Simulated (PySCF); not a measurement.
# C5H7NO2S: the cost of one run

Programs: PySCF 2.14.0, with routines of our own; each step states its level. All values are computed. Atoms count from 0.

## (1) The system as given

16 atoms, charge 0, multiplicity 1; geometry from: GFN2-xTB.

## (2) Magnetic properties: GIAO B97-2/pcSseg-1

Job settings and geometry (Å):

```
{"job": {"kind": "mag", "xc": "B97-2", "basis": "pcSseg-1", "isotopologues": 0}, "charge": 0, "multiplicity": 1}
N      1.768569     0.487925     0.445744
C      1.446140    -0.622398    -0.225522
O      2.242310    -1.353535    -0.769848
C     -0.075438    -0.920607    -0.281242
C     -0.712578     0.048725    -1.221706
C     -1.453010     0.999549    -0.680738
S     -1.492413     0.954149     1.129745
O     -0.382759     1.841605     1.541888
C     -0.779358    -0.756598     1.060924
H      2.741929     0.736034     0.509214
H      1.081802     1.105586     0.882672
H     -0.166297    -1.943665    -0.657013
H     -0.521601    -0.044323    -2.279790
H     -1.953139     1.802141    -1.188758
H     -1.628108    -1.433879     1.140604
H     -0.123648    -0.891767     1.917662
```

Method: GIAO B97-2/pcSseg-1 magnetisability, rotational g tensor and spin-rotation constants, non-relativistic, gas phase.

Command:

```bash
OMP_NUM_THREADS=1 python excited_run.py task.json out
```

This one command runs all jobs of the session in turn.

**Question.** How long does this first job take on 1 thread of Arm Neoverse V1, shared host, and how much memory does it need?

About 63 s, with a peak of 0.95 GiB.
